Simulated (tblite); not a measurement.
# C5H9FO2Si: the cost of one run

Programs: tblite 0.8.0 and PySCF 2.14.0, with density-fitted response routines of our own. Each step states its level of theory. These are calculated values for one molecule in the gas phase, unless marked as measured. Atoms are numbered from 0 throughout.

## 1. Starting geometry

18 atoms, charge 0, multiplicity 1; geometry from: force field or distance geometry start.

Bonds of the start (Å): C0–Si1 1.85, Si1–C2 1.86, C2–C3 1.55, C3–F4 1.38, C3–C5 1.51, C5–O6 1.23, C3–C7 1.51, C7–O8 1.23, C0–H9 1.08, C0–H10 1.10, C0–H11 1.10, Si1–H12 1.48, Si1–H13 1.47, C2–H14 1.09, C2–H15 1.09, C5–H16 1.10, C7–H17 1.10.

## 2. Geometry optimisation with GFN2-xTB

The job: settings as JSON, then the geometry in Å.

```
{"job": {"kind": "relax", "xc": "GFN2-xTB", "basis": "xTB"}, "charge": 0, "multiplicity": 1}
C      2.291100     0.283800     1.094500
Si     1.582100    -0.521400    -0.417800
C     -0.228600    -0.929400    -0.246600
C     -1.174300     0.253200     0.068300
F     -0.793100     0.750800     1.299200
C     -1.151000     1.306200    -1.013300
O     -0.696800     2.443200    -0.858200
C     -2.572200    -0.302900     0.209000
O     -3.317400    -0.526400    -0.747800
H      3.354500     0.453300     0.994000
H      1.810200     1.256600     1.274900
H      2.124500    -0.333000     1.987900
H      2.304300    -1.794600    -0.656500
H      1.773800     0.329800    -1.606700
H     -0.335300    -1.675200     0.540100
H     -0.558700    -1.406300    -1.171100
H     -1.534500     0.996800    -1.992400
H     -2.887300    -0.578200     1.230900
```

On the command line:

```console
$ OMP_NUM_THREADS=1 python probes_run.py task.json out
```

One launch serves the whole session: the jobs run in the order shown.

**Question.** How long does this first job take on 1 thread of Arm Neoverse N1, shared host, and how much memory does it need?

About 1 s, with a peak of 0.18 GiB.
